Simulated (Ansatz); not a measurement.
GaSb3 under changes of volume

One of the cells (25.960 Å³/atom); the others are scaled copies at fixed shape and fractional positions:

```xyz
4
Lattice="0.0000 3.7306 3.7306 3.7306 0.0000 3.7306 3.7306 3.7306 0.0000" Properties=species:S:1:pos:R:3 pbc="T T T"
Sb    3.7306    3.7306    3.7306
Sb    5.5959    5.5959    5.5959
Sb    1.8653    1.8653    1.8653
Ga    0.0000    0.0000    0.0000
```

The cell comes from a database or a generator and needn't be the stable form of this composition.

- Program: Ansatz 0.2.0
- Functional: PBEsol
- Potentials or basis: all-electron LAPW, scalar-relativistic
- Cutoff: 173 eV (chosen from the basis error)
- Basis error allowed: 0.001 eV/atom
- k mesh: 6 × 6 × 6
- Occupations: fermi-dirac, width 0.05 eV
- Spin: no spin polarisation

```csv
volume (Å³/atom),energy over the lowest point (meV/atom),pressure (GPa)
24.402,0.00,-0.4
24.922,3.39,-1.6
25.441,10.18,-2.5
25.960,?,?
26.479,32.13,-4.2
26.998,46.88,-5.0
27.518,63.94,-5.6
```

Q: What does the run at 25.960 Å³/atom give?

A: Energy over the lowest point 19.85 meV/atom; pressure -3.4 GPa.

Worked out: A Birch-Murnaghan fit of order 3 (a polynomial in V^(-2/3)) to the other rows has its minimum at 24.16 Å³/atom, just outside them, with B0 = V·E''(V) = 54 GPa and B' = 3.5. It gives 19.79 meV/atom at 25.960 Å³/atom, against the run's 19.85, and -dE/dV = -3.4 GPa, against -3.4.

Energies are extrapolated to zero smearing.
